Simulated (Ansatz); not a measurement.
Crystal: GaGe.

```
CELL_PARAMETERS angstrom
0.00000 2.89784 2.89784
2.89784 0.00000 2.89784
2.89784 2.89784 0.00000
ATOMIC_POSITIONS crystal
Ge 0.00000 0.00000 0.00000
Ga 0.25000 0.25000 0.25000
```

The cell comes from a database or a generator and needn't be the stable form of this composition.

Below is the output of Ansatz 0.2.0 for this cell. Logs are shortened: lines on timing, memory, paths and dates and some standing lists are left out, and cuts for length are marked.

```text
Warning: RAYON_NUM_THREADS=2 ignored (pool sized by the plan → 2); use --threads N
Engine: ansatz 0.2.0, aarch64-unknown-linux-gnu
Pseudopotentials: kind: paw
Pseudopotential: Ge, paw, valence charge 14, recommended cutoff 420 eV (normal), Ge.paw.azcp
Pseudopotential: Ga, paw, valence charge 13, recommended cutoff 420 eV (normal), Ga.paw.azcp
Functional definition: PBE
  parameter kappa = 0.804
  parameter beta = 0.06672455060314922
  exchange = pbe_x(kappa = kappa, mu = beta*pi^2/3)
  correlation = pbe_c(beta = beta)
Crystal: 2 atoms, lattice volume = 48.669 Å³
Basis set: ecut = 420 eV, 941 PW (Γ), exchange–correlation on 60×60×60 points (8 copies of the dense FFT grid, shifted against one another)
Bands: 18, of which v1, the nominal top of the filled ones, is band 14 counted from 1 (13 counted from 0)
Symmetry: 24 space group operations
Space group: F-43m (ITA 216), of the structure as read, at distance tolerance 3.7e-5 Å
k-points: 29 of 512 (time reversal used)
Non-local potential: Ge, projectors of the file, l = 0: 2, l = 1: 2, l = 2: 3, l = 3: 1
Non-local potential: Ga, projectors of the file, l = 0: 2, l = 1: 2, l = 2: 3, l = 3: 1
PAW form: soft (Blöchl's): semilocal exchange-correlation on the pseudo side does not see the compensation charge
PAW one-centre angular grid: Ge, 590 points (default); XC on 64 Gauss nodes
PAW one-centre angular grid: Ga, 590 points (default); XC on 64 Gauss nodes
Initial density: superposition of atomic densities (neutral atoms: chi_scale 0, normalization atom), corrected by the library's trained network
Initial wavefunctions: pseudopotential atomic-orbital guess
Functional: x = pbe(κ = 0.804, μ = 0.2195149727645171), c = pbe(β = 0.06672455060314922)
SCF iter   1: F=—  HF=-8077.673954 eV  |F-HF|=—  |Δ(HF+E_count)|=         —  Δρ=1.64e-3  dr2=1.36e-3  ethr=1.77e-3  ⟨swp⟩=6.0  Hψ=2433  notcnv=0
preconditioner: auto → LDOS  [insulator: Δε(μ)=0.279 eV  Ē_g=20.464 eV  σ=0.016 eV  W_gap=0.64  n_scr=14 (ndim 8)  ℏωp=27.7 eV  f_vac=0.056  D(μ)=7.15/eV (n_scr^D=112)  ε∞_Penn≈2.8  β→1.0]
SCF iter   2: F=—  HF=-8077.674176 eV  |F-HF|=—  |Δ(HF+E_count)|=   2.22e-4  Δρ=1.53e-3  dr2=7.74e-4  ethr=5.02e-6  ⟨swp⟩=2.1  Hψ=1258  notcnv=0  defer=16
SCF iter   3: F=—  HF=-8077.673816 eV  |F-HF|=—  |Δ(HF+E_count)|=   3.61e-4  Δρ=7.30e-4  dr2=2.13e-4  ethr=2.87e-6  ⟨swp⟩=2.0  Hψ=1012  notcnv=0  defer=16
SCF iter   4: F=—  HF=-8077.673724 eV  |F-HF|=—  |Δ(HF+E_count)|=   9.14e-5  Δρ=3.79e-4  dr2=7.16e-5  ethr=7.89e-7  ⟨swp⟩=2.0  Hψ=665  notcnv=0  defer=16
SCF iter   5: F=—  HF=-8077.673701 eV  |F-HF|=—  |Δ(HF+E_count)|=   2.37e-5  Δρ=2.17e-4  dr2=3.02e-5  ethr=2.65e-7  ⟨swp⟩=2.9  Hψ=888  notcnv=0  defer=16
SCF iter   6: F=—  HF=-8077.673689 eV  |F-HF|=—  |Δ(HF+E_count)|=   1.10e-5  Δρ=1.33e-4  dr2=1.24e-5  ethr=1.12e-7  ⟨swp⟩=3.0  Hψ=1036  notcnv=0  defer=16
SCF iter   7: F=—  HF=-8077.673687 eV  |F-HF|=—  |Δ(HF+E_count)|=   2.12e-6  Δρ=6.77e-5  dr2=2.67e-6  ethr=4.60e-8  ⟨swp⟩=2.0  Hψ=731  notcnv=0  defer=16
SCF iter   8: F=—  HF=-8077.673687 eV  |F-HF|=—  |Δ(HF+E_count)|=   1.54e-7  Δρ=3.93e-5  dr2=4.22e-7  ethr=9.90e-9  ⟨swp⟩=2.4  Hψ=812  notcnv=0  defer=16
SCF iter   9: F=-8077.673687 eV  HF=-8077.673687 eV  |F-HF|=3.42e-10  |Δ(HF+E_count)|=   2.37e-7  Δρ=2.02e-6  dr2=1.97e-9  ethr=3.70e-10  ⟨swp⟩=4.3  Hψ=2161  notcnv=0
SCF 1 converged in 9 iterations: F = -8077.673687 eV  dr2 = 1.97e-9
  greatest PAW one-centre occupation: 0.998 electrons in one spin orbital (limit 2), on the Ge atom at site 0 (counted from 0), in its partial waves of l = 2
SCF converged after 9 iterations
Free energy (F): -8077.673687 eV
Harris-Foulkes:  -8077.673687 eV  (|F-HF|=3.42e-10)
Internal energy: -8077.672773 eV  (E = F + TS)
E sigma→0 (E₀):  -8077.673230 eV
Entropy (-TS):   -0.000914 eV (-0.457 meV/atom)
Fermi energy:    6.390313 eV
--- Per-component energies (eV) ---
  E_band       = -240.197403
  E_kinetic    = 225.158320
  E_local      = -4638.072568  (includes V_loc(G=0)·N_el)
  E_nonlocal   = 839.553515
  E_hartree    = 2085.919598
  E_xc         = -144.089152
  E_vxc        = -121.629240  (∫ρ·V_xc dr)
  E_paw        = -4004.606367  (= ΣΔE_a)
  E_vpaw       = -717.044469  (= ΣTr[D̂ρ^β])
  E_aug_tail   = 0.000234  (compensation charges beyond the density's cutoff)
  E_ewald      = -2441.536352
  E_smearing   = -0.000914  (= −TS)
  E_closure    = 0.000000  (closes the sum)
  Σ components = -8077.673687   (vs F -8077.673687, Δ=0.00e0)
--- Forces (eV/Å), atoms counted from 1 ---
  atom   1  Ge     0.00000000    -0.00000000     0.00000000
  atom   2  Ga    -0.00000000     0.00000000    -0.00000000
  max |Σ_I F_I| component: 4.39e-17 eV/Å
--- Stress (GPa, compression-positive) ---
        0.229864      -0.000000       0.000000
        0.000000       0.229864      -0.000000
        0.000000      -0.000000       0.229864
  P = ⅓ Tr σ = 0.2299 GPa (2.299 kbar)
--- Band table (eV; the first three rows and the last of 29) ---
  k-point 0: bands = ["-17.5762", "-17.5762", "-17.5762", "-17.5572", "-17.5572", "-7.9615", "-7.9615", "-7.9615", "-7.9019", "-7.9019", "-4.1779", "8.0424", "8.0424", "8.0424", "8.4192", "10.7177", "10.7177", "10.7177"]
  k-point 1: bands = ["-17.5761", "-17.5758", "-17.5758", "-17.5571", "-17.5571", "-7.9655", "-7.9588", "-7.9588", "-7.9021", "-7.9021", "-3.9954", "5.9578", "7.7407", "7.7407", "9.2484", "11.1252", "11.1252", "11.5041"]
  k-point 2: bands = ["-17.5761", "-17.5749", "-17.5749", "-17.5568", "-17.5568", "-7.9752", "-7.9530", "-7.9530", "-7.9021", "-7.9021", "-3.4687", "3.7047", "7.2320", "7.2320", "8.8869", "11.6820", "11.6820", "13.4613"]
  k-point 28: bands = ["-17.5759", "-17.5744", "-17.5707", "-17.5577", "-17.5551", "-7.9996", "-7.9380", "-7.9289", "-7.9099", "-7.9007", "-1.0821", "0.7000", "4.2077", "4.3203", "12.1253", "12.1624", "12.4931", "12.8183"]
```

Problem. What input gives this log?

Solution. Single point with PBE, no spin polarisation. The files as run (others can give the same):

input.yaml
```yaml
crystal:
  lattice:
    - [0.0, 2.897844, 2.897844]
    - [2.897844, 0.0, 2.897844]
    - [2.897844, 2.897844, 0.0]
  atoms:
    - { symbol: Ge, position: [0.0, 0.0, 0.0] }
    - { symbol: Ga, position: [0.25, 0.25, 0.25] }
hamiltonian:
  xc: pbe
  pseudopotentials: { kind: paw }
kpoints:
  mp_grid: { grid: [8, 8, 8] }
scf:
  occupations: { method: gaussian, width: 0.016 }
output:
  forces: true
  stress: true
  eigenvalues: true
```

Potentials or basis: Ansatz PAW.
The run is started by
```bash
$ ansatz run input.yaml --threads 2 --pin off --max-ram 5632MiB --backend cpu --events-out ev --progress --plain --runs-dir out
```
